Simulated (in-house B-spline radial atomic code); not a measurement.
# Ho⁴⁹⁺: excited configurations in jj coupling

How much energy does it take to promote electrons of Ho⁴⁹⁺ to other shells? Each configuration is solved by itself and compared with the reference.

The numbers are computed with in-house B-spline radial atomic code version 1 (Dirac-Hartree-Fock, average of configuration, Fermi nucleus, basis-set limit), except any that are marked as measured or tabulated.

## 1. The atom as given

```
element       : holmium (Z = 67)
charge        : +49
electrons     : 18
configuration : 1s2 2s2 2p6 3s2 3p6
Hamiltonian   : Dirac-Coulomb
nucleus       : Fermi, rms radius 5.202 fm
```

Settings of the run:

```ini
Z = 67
electrons = 18.0
configuration = 1s2 2s2 2p6 3s2 3p6
hamiltonian = dirac
method = hf
spin_polarised = False
nucleus = fermi
rms_radius = 5.2022
mass_number = 165
atomic_mass = 164.930329116
speed_of_light = 137.035999084
```

This reference run was done before. Its total energy is -10366.969836 hartree, and its levels are (the highest eight at most):

| orbital | occupation | energy (eV) | <r> (bohr) |
| --- | --- | --- | --- |
| 1s1/2 | 2 | -59223.4 | 0.02073 |
| 2s1/2 | 2 | -12651.2 | 0.08655 |
| 2p1/2 | 2 | -12199.0 | 0.07214 |
| 2p3/2 | 4 | -11324.4 | 0.07901 |
| 3s1/2 | 2 | -4879.55 | 0.2130 |
| 3p1/2 | 2 | -4694.35 | 0.2016 |
| 3p3/2 | 4 | -4474.73 | 0.2122 |

## 2. Run with 1s2 2s2 2p6 3s1 3p6 4f-1

In configurations, a minus sign after the shell means j = l − 1/2 and a plus sign j = l + 1/2; the count of electrons follows.

Settings of the run:

```ini
Z = 67
electrons = 18.0
configuration = 1s2 2s2 2p6 3s1 3p6 4f-1
hamiltonian = dirac
method = hf
spin_polarised = False
nucleus = fermi
rms_radius = 5.2022
mass_number = 165
atomic_mass = 164.930329116
speed_of_light = 137.035999084
```

## 3. Run with 1s2 2s2 2p-2 2p+3 3s2 3p6 7s1

The settings differ from step 2 so:

```diff
@@ -2,3 +2,3 @@
 electrons = 18.0
-configuration = 1s2 2s2 2p6 3s1 3p6 4f-1
+configuration = 1s2 2s2 2p-2 2p+3 3s2 3p6 7s1
 hamiltonian = dirac
```

## 4. 1s2 2s2 2p6 3s1 3p6 3d-1

The settings differ from step 3 so:

```diff
@@ -2,3 +2,3 @@
 electrons = 18.0
-configuration = 1s2 2s2 2p-2 2p+3 3s2 3p6 7s1
+configuration = 1s2 2s2 2p6 3s1 3p6 3d-1
 hamiltonian = dirac
```

## 5. Configuration 1s2 2s2 2p-2 2p+3 3s2 3p6 6d-1

The settings differ from step 4 so:

```diff
@@ -2,3 +2,3 @@
 electrons = 18.0
-configuration = 1s2 2s2 2p6 3s1 3p6 3d-1
+configuration = 1s2 2s2 2p-2 2p+3 3s2 3p6 6d-1
 hamiltonian = dirac
```

## 6. Configuration 1s2 2s2 2p-2 2p+3 3s2 3p6 7d+1

The settings differ from step 5 so:

```diff
@@ -2,3 +2,3 @@
 electrons = 18.0
-configuration = 1s2 2s2 2p-2 2p+3 3s2 3p6 6d-1
+configuration = 1s2 2s2 2p-2 2p+3 3s2 3p6 7d+1
 hamiltonian = dirac
```

Q: How far above the reference does each configuration lie (order and size, in eV)?

As calculated:

| net move | configuration | energy above the reference (eV) | with Breit, QED, recoil (eV) | largest <r> (bohr) |
| --- | --- | --- | --- | --- |
| 3s → 3d3/2 | 1s2 2s2 2p6 3s1 3p6 3d-1 | 630.85 | 626.18 | 0.213 |
| 3s → 4f5/2 | 1s2 2s2 2p6 3s1 3p6 4f-1 | 2692.62 | 2685.33 | 0.343 |
| 2p3/2 → 6d3/2 | 1s2 2s2 2p-2 2p+3 3s2 3p6 6d-1 | 10320.4 | 10301.6 | 0.966 |
| 2p3/2 → 7s | 1s2 2s2 2p-2 2p+3 3s2 3p6 7s1 | 10547.7 | 10529.1 | 1.33 |
| 2p3/2 → 7d5/2 | 1s2 2s2 2p-2 2p+3 3s2 3p6 7d+1 | 10593.4 | 10574.5 | 1.35 |

At the bottom stands 3s → 3d3/2 (630.85 eV), at the top 2p3/2 → 7d5/2 (10593.4 eV). 3 of them lie more than 2 % above the ionisation threshold that Koopmans' theorem gives (4474.73 eV), where such states can decay by emitting an electron. These are averages over configurations, without correlation, not spectroscopic levels.
